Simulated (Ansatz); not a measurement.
# AlGaH₃N: up Jacob's ladder to CCSD(T)

Aim: compute AlGaH₃N with functionals from several rungs and with coupled cluster, and see how far each lands from CCSD(T) at the basis-set limit for the atomisation energy.

Method: functionals in def2-TZVPP, the program's frozen cores in correlated methods; program: Ansatz 0.2.0, Gaussian basis.

The runs, in order: LDA (SPW92), PBE-D4, revPBE-D4, BLYP-D4, r2SCAN-D4, B97M-V, PBE0-D4, B3LYP-D4, r2SCANh-D4, r2SCAN0-D4, HSE06-D4, BHLYP-D4, CAM-B3LYP-D4, LC-ωPBE, ωB97X-V, ωB97M-V, B2PLYP, PBE-QIDH; CCSD(T)/def2-SVP; CCSD(T)/def2-TZVPP; MP2/def2-QZVPP; extrapolation to the limit; RPA on PBE.

**1. Structure used throughout**

An earlier PBE0-D4 in a triple-zeta def2 set relaxation fixed the geometry.

6 atoms, charge 0, spin multiplicity 1.

Atoms are counted from 1 here; the program's logs count them from 0.

Bond lengths: N1–Al2 1.780 Å, N1–Ga3 1.892 Å, N1–H4 1.016 Å, Al2–H5 1.586 Å, Al2–H6 1.588 Å. Angles: Al2–N1–Ga3 126.3°, Al2–N1–H4 117.4°, Ga3–N1–H4 116.3°, N1–Al2–H5 122.1°, N1–Al2–H6 115.4°, H5–Al2–H6 122.5°.

**2. LDA**

This LDA is Slater exchange with PW92 correlation.

Input file in.yaml:

```yaml
crystal:
  periodic: [false, false, false]
  atoms:
    - {symbol: N, position_ang: [-0.808042, -0.340126, 0.109772]}
    - {symbol: Al, position_ang: [0.796071, 0.272419, -0.357796]}
    - {symbol: Ga, position_ang: [-1.526125, -0.380635, 1.859989]}
    - {symbol: H, position_ang: [-1.402606, -0.705416, -0.628358]}
    - {symbol: H, position_ang: [1.296768, 0.257572, -1.862334]}
    - {symbol: H, position_ang: [1.686033, 0.832186, 0.832627]}
basis:
  gaussian: {orbitals: def2-TZVPP}
hamiltonian: {xc: lda}
output: {orbitals: {seedname: orbitals}}
```

Started as:

```bash
$ ansatz run in.yaml --threads 2 --pin off --events-out ev --progress --plain --max-ram 4352MiB
```

After this run come: PBE-D4 (GGA); revPBE-D4 (GGA); BLYP-D4 (GGA); r2SCAN-D4 (meta-GGA); B97M-V (meta-GGA); B3LYP-D4 (hybrid); r2SCANh-D4 (hybrid); r2SCAN0-D4 (hybrid); HSE06-D4 (hybrid); BHLYP-D4 (hybrid); CAM-B3LYP-D4 (range-separated); LC-ωPBE (range-separated); ωB97X-V (range-separated); ωB97M-V (range-separated); B2PLYP (double hybrid); PBE-QIDH (double hybrid); CCSD(T) in def2-SVP; CCSD(T) in def2-TZVPP; MP2 in def2-QZVPP; RPA on PBE orbitals.

**Question.** What will the summary of the whole plan be? Wanted: atomisation energy, CCSD(T)/CBS; farthest beyond LDA; mean size of error, GGA; mean size of error, meta-GGA; mean size of error, hybrid; mean size of error, range-separated; mean size of error, double hybrid; gap, smallest and largest; T1 diagnostic.

As calculated:

```
                               quantity                                                              value
        atomisation energy, CCSD(T)/CBS                                                     403.0 kcal/mol
functionals within 4.0 kcal/mol (1.0 %)  PBE-D4, BLYP-D4, B97M-V, B3LYP-D4, CAM-B3LYP-D4, ωB97X-V, ωB97M-V
                    farthest beyond LDA                                          BHLYP-D4 (-13.7 kcal/mol)
                mean size of error, GGA                                                       4.7 kcal/mol
           mean size of error, meta-GGA                                                       3.8 kcal/mol
             mean size of error, hybrid                                                       9.3 kcal/mol
    mean size of error, range-separated                                                       2.6 kcal/mol
      mean size of error, double hybrid                                                       8.9 kcal/mol
              gap, smallest and largest                           3.50 eV (LDA (SPW92)), 9.72 eV (LC-ωPBE)
                          T1 diagnostic                                                             0.0143
triples share of the correlation energy                                                              4.1 %
```

The LDA atomisation energy is off by 47.4 kcal/mol (12 %): it overbinds. PBE-D4 is off by -1.6 kcal/mol. Double hybrids carry the basis error of their MP2 part in triple zeta, and no dispersion term here, so their miss is partly the set-up's. The rungs range-separated, meta-GGA miss on average by less than the doubt on the reference (4.0 kcal/mol), so they tie. Misses under about 4.0 kcal/mol are within the doubt on the reference itself, which lacks core-valence correlation, relativity and higher excitations, and its outer-core shells are covered unevenly. Hartree-Fock recovers 68 % of the binding; the rest is correlation. CCSD(T) in def2-SVP is off by -31.6 kcal/mol, which most functionals beat. The gap grows from 3.5 to 9.7 eV across the functionals, mostly with the share of exact exchange. Correlated methods include outer-core shells of Ga, which these sets cover unevenly.
